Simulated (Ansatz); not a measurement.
# CH8AlNSSi: up Jacob's ladder to CCSD(T)

Aim: compute CH8AlNSSi with functionals from several rungs and with coupled cluster, and see how far each lands from CCSD(T) at the basis-set limit for the atomisation energy.

The runs use Ansatz 0.2.0, Gaussian basis; functionals in def2-TZVPP, the program's frozen cores in correlated methods.

Levels to be run: LDA (SPW92), PBE-D4, revPBE-D4, BLYP-D4, r2SCAN-D4, B97M-V, PBE0-D4, B3LYP-D4, r2SCANh-D4, r2SCAN0-D4, HSE06-D4, BHLYP-D4, CAM-B3LYP-D4, LC-ωPBE, ωB97X-V, ωB97M-V, B2PLYP, PBE-QIDH; CCSD(T)/def2-SVP; CCSD(T)/def2-TZVPP; MP2/def2-QZVPP; extrapolation to the limit; RPA on PBE.

## Step 1: Structure used throughout

The geometry comes from an earlier relaxation with PBE0-D4 in a triple-zeta def2 set; it is a stationary point, not always the lowest conformer.

SMILES `CS[SiH2][AlH][NH2]`, 13 atoms, charge 0, spin multiplicity 1.

Atoms are counted from 1 here; the program's logs count them from 0.

Bond lengths: C1–S2 1.814 Å, C1–H6 1.090 Å, C1–H7 1.090 Å, C1–H8 1.092 Å, S2–Si3 2.151 Å, Si3–Al4 2.450 Å, Si3–H9 1.496 Å, Si3–H10 1.489 Å, Al4–N5 1.771 Å, Al4–H11 1.586 Å, N5–H12 1.007 Å, N5–H13 1.008 Å. Angles: S2–C1–H6 106.9°, S2–C1–H7 110.9°, S2–C1–H8 111.7°, H6–C1–H7 108.8°, H6–C1–H8 108.7°, H7–C1–H8 109.7°, C1–S2–Si3 99.8°, S2–Si3–Al4 106.7°, S2–Si3–H9 109.4°, S2–Si3–H10 103.8°, Al4–Si3–H9 115.0°, Al4–Si3–H10 113.6°, H9–Si3–H10 107.6°, Si3–Al4–N5 117.2°, Si3–Al4–H11 125.4°, N5–Al4–H11 117.1°, Al4–N5–H12 125.2°, Al4–N5–H13 124.7° and more.

## Step 2: LDA

This LDA is Slater exchange with PW92 correlation.

Input file in.yaml:

```yaml
crystal:
  periodic: [false, false, false]
  atoms:
    - {symbol: C, position_ang: [-2.026258, -0.445566, 0.080923]}
    - {symbol: S, position_ang: [-1.212704, -1.609479, -1.048423]}
    - {symbol: Si, position_ang: [0.791996, -1.533543, -0.273369]}
    - {symbol: Al, position_ang: [1.572837, 0.770325, -0.563946]}
    - {symbol: N, position_ang: [1.034149, 1.963273, 0.629158]}
    - {symbol: H, position_ang: [-3.060989, -0.355109, -0.248976]}
    - {symbol: H, position_ang: [-2.015119, -0.823651, 1.103674]}
    - {symbol: H, position_ang: [-1.560223, 0.540985, 0.047990]}
    - {symbol: H, position_ang: [0.799603, -2.031445, 1.136901]}
    - {symbol: H, position_ang: [1.531745, -2.524187, -1.104016]}
    - {symbol: H, position_ang: [2.399979, 1.311742, -1.804333]}
    - {symbol: H, position_ang: [0.541577, 1.749840, 1.481493]}
    - {symbol: H, position_ang: [1.223809, 2.952015, 0.577625]}
basis:
  gaussian: {orbitals: def2-TZVPP}
hamiltonian: {xc: lda}
output: {orbitals: {seedname: orbitals}}
```

After this run come: PBE-D4 (GGA); revPBE-D4 (GGA); BLYP-D4 (GGA); r2SCAN-D4 (meta-GGA); B97M-V (meta-GGA); PBE0-D4 (hybrid); B3LYP-D4 (hybrid); r2SCANh-D4 (hybrid); r2SCAN0-D4 (hybrid); HSE06-D4 (hybrid); BHLYP-D4 (hybrid); CAM-B3LYP-D4 (range-separated); LC-ωPBE (range-separated); ωB97X-V (range-separated); ωB97M-V (range-separated); B2PLYP (double hybrid); PBE-QIDH (double hybrid); CCSD(T) in def2-SVP; CCSD(T) in def2-TZVPP; MP2 in def2-QZVPP; RPA on PBE orbitals.

Before running them: what should the planned runs give, taken together? Wanted: atomisation energy, CCSD(T)/CBS; farthest beyond LDA; mean size of error, GGA; mean size of error, meta-GGA; mean size of error, hybrid; mean size of error, range-separated; mean size of error, double hybrid; gap, smallest and largest; T1 diagnostic.

**Answer**, as computed:

| quantity | value |
| --- | --- |
| atomisation energy, CCSD(T)/CBS | 4223.1 kJ/mol |
| functionals within 21.1 kJ/mol (0.5 %) | r2SCAN-D4, B3LYP-D4, HSE06-D4, CAM-B3LYP-D4, ωB97M-V |
| farthest beyond LDA | BHLYP-D4 (-96.6 kJ/mol) |
| mean size of error, GGA | 37.5 kJ/mol |
| mean size of error, meta-GGA | 16.2 kJ/mol |
| mean size of error, hybrid | 36.8 kJ/mol |
| mean size of error, range-separated | 20.3 kJ/mol |
| mean size of error, double hybrid | 61.1 kJ/mol |
| gap, smallest and largest | 3.18 eV (LDA (SPW92)), 9.72 eV (LC-ωPBE) |
| T1 diagnostic | 0.0123 |
| triples share of the correlation energy | 3.9 % |

What this shows: LDA overbinds by 525.1 kJ/mol (12 %). PBE-D4 misses by +28.5 kJ/mol. Double hybrids carry the basis error of their MP2 part in triple zeta, and no dispersion term here, so their miss is partly the set-up's. The rungs meta-GGA, range-separated miss on average by less than the doubt on the reference (21.1 kJ/mol), so they tie; double hybrid functionals have the largest mean beyond LDA (61.1 kJ/mol). Misses under about 21.1 kJ/mol are within the doubt on the reference itself, which lacks core-valence correlation, relativity and higher excitations. Hartree-Fock recovers 72 % of the binding; the rest is correlation. CCSD(T) in def2-SVP is off by -302.3 kJ/mol, more than most functionals: a good method in a small basis is no reference. Orbital gaps span 3.2 to 9.7 eV; exact exchange widens them.
